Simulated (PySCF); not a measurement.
# BClF2: the cost of one run

Program: PySCF 2.14.0. Level of theory: levels as typed in each script, gas phase, geometry from GFN2-xTB. These are calculated values, not measurements.

### Step 1. Starting geometry

4 atoms, charge 0, spin multiplicity 1.

Bond lengths: F1–B2 1.313 Å, B2–F3 1.313 Å, B2–Cl4 1.694 Å. Angles: F1–B2–F3 115.8°, F1–B2–Cl4 122.1°, F3–B2–Cl4 122.1°.

Coordinates:

```xyz
4
BClF2
F     1.10377   -1.11249    0.00000
B     0.40593   -0.00004    0.00000
F     1.10444    1.11220    0.00000
Cl   -1.28844    0.00017    0.00000
```

### Step 2. Density, bond paths and surface potential (PBE/def2-tzvp)

Input file input.py:

```python
import numpy as np
from pyscf import gto, scf, dft
from pyscf.scf import atom_ks, atom_hf
from scipy.linalg import block_diag

def solve(mol, dm0=None, hcore=None):
    mf = (dft.UKS if mol.spin else dft.RKS)(mol, xc='pbe')
    mf.grids.level = 3
    mf = mf.density_fit(auxbasis='def2-universal-jkfit')
    mf.conv_tol, mf.max_cycle = 1e-8, 80
    if hcore is not None:
        mf.get_hcore = lambda *args: hcore
    mf.kernel(dm0)
    if not mf.converged:
        mf = mf.newton().run(mf.mo_coeff, mf.mo_occ, max_cycle=30)
    assert mf.converged, 'SCF not converged'
    return mf

mol = gto.M(atom='''
F      1.10377    -1.11249     0.00000
B      0.40593    -0.00004     0.00000
F      1.10444     1.11220     0.00000
Cl    -1.28844     0.00017     0.00000
''', basis='def2-tzvp', charge=0, spin=0, verbose=4)
mf = solve(mol)
mf.analyze()
# spherically averaged free atoms, for the promolecule
atm = atom_ks.get_atm_nrks(mol, xc='pbe')
pro = block_diag(*[(atm[a[0]][2] * atm[a[0]][3]) @ atm[a[0]][2].T for a in mol._atom])
np.savez('result.npz', e=mf.e_tot, c=mf.mo_coeff, occ=mf.mo_occ, eps=mf.mo_energy, pro=pro, dip=mf.dip_moment(verbose=0), s2=mf.spin_square()[0])
```

On the command line:

```console
$ OMP_NUM_THREADS=1 python input.py
```

What time and memory should one allow on 1 thread of AMD EPYC 7R43 (Zen 3), shared host?

About 7.7 s, with a peak of 0.42 GiB.
